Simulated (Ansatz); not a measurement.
# CH3BBrFO: a ladder of functionals and wavefunction methods

One table from this session's results is given with a row withheld; the runs are named, their logs left out.

The runs use Ansatz 0.2.0, Gaussian basis; functionals in def2-TZVPP, the program's frozen cores in correlated methods.

Levels to be run: PBE-D4, r2SCAN-D4, PBE0-D4, B3LYP-D4, ωB97X-V, ωB97M-V, B2PLYP; CCSD(T)/def2-TZVPP; MP2/def2-QZVPP; extrapolation to the limit.

### The relaxed structure

An earlier PBE0-D4 in a triple-zeta def2 set relaxation fixed the geometry.

SMILES `OCB(F)Br`, 8 atoms, charge 0, spin multiplicity 1.

Atoms are counted from 1 here; the program's logs count them from 0.

Bond lengths: O1–C2 1.404 Å, O1–H6 0.963 Å, C2–B3 1.560 Å, C2–H7 1.102 Å, C2–H8 1.102 Å, B3–F4 1.313 Å, B3–Br5 1.924 Å. Angles: C2–O1–H6 108.7°, O1–C2–B3 118.1°, O1–C2–H7 109.9°, O1–C2–H8 109.9°, B3–C2–H7 106.7°, B3–C2–H8 106.7°, H7–C2–H8 104.6°, C2–B3–F4 120.7°, C2–B3–Br5 121.4°, F4–B3–Br5 117.8°.

Set-up of the first run:

File in.yaml:

```yaml
crystal:
  periodic: [false, false, false]
  atoms:
    - {symbol: O, position_ang: [-0.627001, 0.399625, 1.392393]}
    - {symbol: C, position_ang: [-0.154402, -0.522670, 0.444894]}
    - {symbol: B, position_ang: [0.403233, 0.028806, -0.903503]}
    - {symbol: F, position_ang: [0.859298, -0.787650, -1.825276]}
    - {symbol: Br, position_ang: [0.447302, 1.916727, -1.274100]}
    - {symbol: H, position_ang: [-0.528358, 1.287696, 1.034003]}
    - {symbol: H, position_ang: [0.643598, -1.140506, 0.888014]}
    - {symbol: H, position_ang: [-0.951471, -1.239329, 0.187774]}
basis:
  gaussian: {orbitals: def2-TZVPP}
hamiltonian: {xc: pbe, dispersion: d4}
output: {forces: true, orbitals: {seedname: orbitals}}
```

Started as:

```sh
$ ansatz run in.yaml --threads 4 --pin off --events-out ev --progress --plain --max-ram 10444MiB
```

Steps of the session up to this table: PBE-D4 (GGA); r2SCAN-D4 (meta-GGA); PBE0-D4 (hybrid); B3LYP-D4 (hybrid); ωB97X-V (range-separated); ωB97M-V (range-separated); B2PLYP (double hybrid); CCSD(T) in def2-TZVPP; MP2 in def2-QZVPP.

One of the session's tables, all rows but one given; the rest of the session is left out.

```
            method  atomisation energy (kcal/mol)
            PBE-D4                          768.1
         r2SCAN-D4                          751.6
           PBE0-D4                          749.0
          B3LYP-D4                          742.0
           ωB97X-V                          744.7
           ωB97M-V                          746.9
            B2PLYP                          737.2
     HF/def2-TZVPP                          540.6
    MP2/def2-TZVPP                          750.3
   CCSD/def2-TZVPP                          711.9
CCSD(T)/def2-TZVPP                          724.9
           MP2/CBS                          770.8
       CCSD(T)/CBS                              ?
```

Q: Estimate the row for CCSD(T)/CBS from the others.

**Answer.** atomisation energy (kcal/mol): 745.4. In the column «atomisation energy (kcal/mol)» it lies between ωB97X-V (744.7) and ωB97M-V (746.9).
